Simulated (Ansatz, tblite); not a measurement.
# SnEtF3 (C2H5F3Sn): spin states and exact exchange

Is the singlet the ground state of SnEtF3 (C2H5F3Sn)? Other spin states are computed and compared level by level.

Program: Ansatz 0.2.0, Gaussian basis. Level of theory: as each input shows. These are calculated values, not measurements.

The runs, in order: triplet, at the geometry of the singlet (GFN1-xTB, GFN2-xTB, PBE0-D4/def2-TZVP, PBE-D4/def2-TZVP, r2SCAN-D4/def2-TZVP); the singlet's energies come from earlier runs.

2 further runs of the same task are left out: 2 set aside as unsound or not needed.

**1. The geometry**

The singlet was relaxed beforehand with r2SCAN-D4/def2-SVP.

11 atoms, charge 0, spin multiplicity 1.

Bond lengths: Sn1–C2 2.145 Å, Sn1–F9 1.929 Å, Sn1–F10 1.929 Å, Sn1–F11 1.927 Å, C2–C3 1.524 Å, C2–H4 1.101 Å, C2–H5 1.101 Å, C3–H6 1.102 Å, C3–H7 1.101 Å, C3–H8 1.101 Å. Angles: C2–Sn1–F9 112.2°, C2–Sn1–F10 113.3°, C2–Sn1–F11 117.6°, F9–Sn1–F10 103.8°, F9–Sn1–F11 104.4°, F10–Sn1–F11 104.2°, Sn1–C2–C3 110.8°, Sn1–C2–H4 105.5°, Sn1–C2–H5 105.7°, C3–C2–H4 113.0°, C3–C2–H5 113.1°, H4–C2–H5 108.1°, C2–C3–H6 110.0°, C2–C3–H7 111.9°, C2–C3–H8 111.9°, H6–C3–H7 107.6°, H6–C3–H8 107.4°, H7–C3–H8 107.9°.

Sn takes a core potential in the def2 sets. No spin-orbit coupling is included.

**2. Triplet at the fixed geometry, GFN1-xTB**

Tight binding, by tblite at 300 K electronic temperature and without a spin-polarisation term:

```python
tblite.interface.Calculator('GFN1-xTB', numbers, positions, charge=0, uhf=2).singlepoint()
```

Energy -673.2218 eV; 0.1 s.

**3. Triplet at the fixed geometry, GFN2-xTB**

Tight binding, by tblite at 300 K electronic temperature and without a spin-polarisation term:

```python
tblite.interface.Calculator('GFN2-xTB', numbers, positions, charge=0, uhf=2).singlepoint()
```

Energy -626.9100 eV; 0.061 s.

**4. Triplet at the fixed geometry, PBE0-D4/def2-TZVP**

Contents of in.yaml:

```yaml
crystal:
  periodic: [false, false, false]
  atoms:
    - {symbol: Sn, position_ang: [-0.329371, -0.447880, -1.429656]}
    - {symbol: C, position_ang: [-0.302013, -0.416154, 0.714560]}
    - {symbol: C, position_ang: [0.541891, 0.744842, 1.227787]}
    - {symbol: H, position_ang: [0.087643, -1.400110, 1.019340]}
    - {symbol: H, position_ang: [-1.356598, -0.354333, 1.025573]}
    - {symbol: H, position_ang: [0.557635, 0.740024, 2.330037]}
    - {symbol: H, position_ang: [1.584236, 0.679395, 0.880340]}
    - {symbol: H, position_ang: [0.139237, 1.718080, 0.907715]}
    - {symbol: F, position_ang: [1.447099, -0.423295, -2.181017]}
    - {symbol: F, position_ang: [-1.178001, 1.100822, -2.204764]}
    - {symbol: F, position_ang: [-1.191759, -1.941390, -2.289924]}
basis:
  gaussian: {orbitals: def2-TZVP}
magnetization: {spin_polarized: true, initial_magnetization: 2}
hamiltonian: {xc: pbe0, dispersion: d4}
scf: {omitted_lower_state_checks: [starts]}
output: {orbitals: {seedname: orbitals}}
```

The run is started by

```bash
ansatz run in.yaml --threads 4 --pin off --events-out ev --progress --plain --max-ram 4787MiB
```

The program printed:

```text
Functional definition: PBE0
  name "PBE0"
  cite "Adamo & Barone, J. Chem. Phys. 110, 6158 (1999) doi:10.1063/1.478522"
  cite "Perdew, Burke & Ernzerhof, Phys. Rev. Lett. 77, 3865 (1996) doi:10.1103/PhysRevLett.77.3865"
  parent pbe
  parameter a = 0.25
  parameter kappa = 0.804
  parameter beta = 0.06672455060314922
  exchange = (1 - a)*pbe_x(kappa = kappa, mu = beta*pi^2/3) + a*exact_x
  correlation = pbe_c(beta = beta)
these checks for a lower state are left out or cut short: starts
1509 factors; their error is unknown
mean field evaluation 1: about -16119.8611 eV, gradient 5.3e1 eV
mean field evaluation 2: about -16105.4997 eV, gradient 8.8e1 eV
mean field evaluation 4: about -16129.4209 eV, gradient 3.2e0 eV
mean field evaluation 8: about -16129.4709 eV, gradient 2.9e-1 eV
mean field evaluation 16: about -16129.5694 eV, gradient 1.7e-3 eV
mean field -16129.56942177 eV, -592.7507432352 hartree, gradient 2.9e-5 eV, S^2 2.006906; 0 other end points of the search recorded, 0 dependent functions left out
reference -16129.56946290 eV, -592.7507447468 hartree; 34, 32 occupied and 201, 203 virtual orbitals, 1509 factors
Total energy: -16129.75776272 eV, -592.7576646373 hartree
Checks for a lower state left out: starts
```

Wall time 52 s (4 threads of Intel Xeon at 2.50GHz, shared host); peak memory 0.88 GiB.

From the report: HOMO -4.30 eV, LUMO -7.20 eV (over both spins; with the spin held, an empty level of the minority spin lies below the top filled one); ⟨S²⟩ 2.007 (pure: 2.00).

**5. Triplet at the fixed geometry, PBE-D4/def2-TZVP**

start.molden holds the orbitals of an earlier run on this state, given as this run's starting guess.

in.yaml, as its differences from that of step 4:

```diff
@@ -15,5 +15,5 @@
 basis:
-  gaussian: {orbitals: def2-TZVP}
+  gaussian: {orbitals: def2-TZVP, initial_orbitals: start.molden}
 magnetization: {spin_polarized: true, initial_magnetization: 2}
-hamiltonian: {xc: pbe0, dispersion: d4}
+hamiltonian: {xc: pbe, dispersion: d4}
 scf: {omitted_lower_state_checks: [starts]}
```

The command is unchanged.

The program printed:

```text
Functional definition: PBE
  name "PBE"
  cite "Perdew, Burke & Ernzerhof, Phys. Rev. Lett. 77, 3865 (1996) doi:10.1103/PhysRevLett.77.3865"
  parent pbe
  parameter kappa = 0.804
  parameter beta = 0.06672455060314922
  exchange = pbe_x(kappa = kappa, mu = beta*pi^2/3)
  correlation = pbe_c(beta = beta)
these checks for a lower state are left out or cut short: starts
1436 factors; their error is unknown
mean field evaluation 1: about -16129.4296 eV, gradient 8.2e0 eV
mean field evaluation 2: about -16129.6664 eV, gradient 3.6e-1 eV
mean field evaluation 4: about -16129.6432 eV, gradient 3.2e-1 eV
mean field evaluation 8: about -16129.6435 eV, gradient 2.0e-5 eV
mean field -16129.64351398 eV, -592.7534660737 hartree, gradient 2.0e-5 eV, S^2 2.002922; 0 other end points of the search recorded, 0 dependent functions left out
reference -16129.64357163 eV, -592.7534681922 hartree; 34, 32 occupied and 201, 203 virtual orbitals, 1436 factors
Total energy: -16129.86494166 eV, -592.7616033908 hartree
Checks for a lower state left out: starts
```

It took 24 s on 4 threads of Intel Xeon at 2.50GHz, shared host.

From the report: HOMO -3.34 eV, LUMO -7.77 eV (over both spins; with the spin held, an empty level of the minority spin lies below the top filled one); ⟨S²⟩ 2.003 (pure: 2.00).

**6. Triplet at the fixed geometry, r2SCAN-D4/def2-TZVP**

in.yaml, as its differences from that of step 5:

```diff
@@ -17,3 +17,3 @@
 magnetization: {spin_polarized: true, initial_magnetization: 2}
-hamiltonian: {xc: pbe, dispersion: d4}
+hamiltonian: {xc: r2scan, dispersion: d4}
 scf: {omitted_lower_state_checks: [starts]}
```

Launched as before.

The program printed:

```text
Functional definition: r2SCAN
  name "r2SCAN"
  cite "Furness, Kaplan, Ning, Perdew & Sun, J. Phys. Chem. Lett. 11, 8208 (2020) doi:10.1021/acs.jpclett.0c02405"
  cite "Furness, Kaplan, Ning, Perdew & Sun, J. Phys. Chem. Lett. 11, 9248 (2020) doi:10.1021/acs.jpclett.0c03077"
  parent r2scan
  parameter k0 = 0.174
  parameter k1 = 0.065
  parameter a1 = 4.9479
  exchange = r2scan_x(k0 = k0, k1 = k1, a1 = a1)
  correlation = r2scan_c
these checks for a lower state are left out or cut short: starts
1436 factors; their error is unknown
mean field evaluation 1: about -16137.7417 eV, gradient 4.7e0 eV
mean field evaluation 2: about -16137.8121 eV, gradient 1.3e-1 eV
mean field evaluation 4: about -16137.7910 eV, gradient 3.6e-3 eV
mean field evaluation 8: about -16137.7910 eV, gradient 1.6e-5 eV
mean field -16137.79102384 eV, -593.0528815383 hartree, gradient 1.6e-5 eV, S^2 2.006512; 0 other end points of the search recorded, 0 dependent functions left out
reference -16137.79104368 eV, -593.0528822676 hartree; 34, 32 occupied and 201, 203 virtual orbitals, 1436 factors
Total energy: -16137.84597442 eV, -593.0549009350 hartree
Checks for a lower state left out: starts
```

Run time: 44 s. Hardware: 4 threads of Intel Xeon at 2.50GHz, shared host.

Report: HOMO -3.49 eV, LUMO -7.66 eV (over both spins; with the spin held, an empty level of the minority spin lies below the top filled one); ⟨S²⟩ 2.007 (pure: 2.00).

**7. Triplet less singlet, vertical**

The singlet's energies are those of its earlier runs, whose logs aren't repeated here.

```
              level  triplet less singlet, vertical (kcal/mol)     time
           GFN1-xTB                                      +86.1   0.12 s
           GFN2-xTB                                      +92.4  0.075 s
   PBE-D4/def2-TZVP                                     +110.5     38 s
r2SCAN-D4/def2-TZVP                                     +114.9     66 s
  PBE0-D4/def2-TZVP                                     +121.0     78 s
```

Times add the two runs; a level without a time comes out of a correlated run. Tight binding without a spin term can't rank spin states.

**8. Outcome**

```
                                                quantity                                         value
triplet less singlet, vertical, functionals in def2-TZVP  +110.5 (PBE-D4) to +121.0 kcal/mol (PBE0-D4)
```

All functionals put the triplet above the singlet, over a spread of 10.4 kcal/mol. The checks for a lower triplet were left out, so another state of that spin may lie lower. These are electronic energies, without zero-point motion, entropy or surroundings.
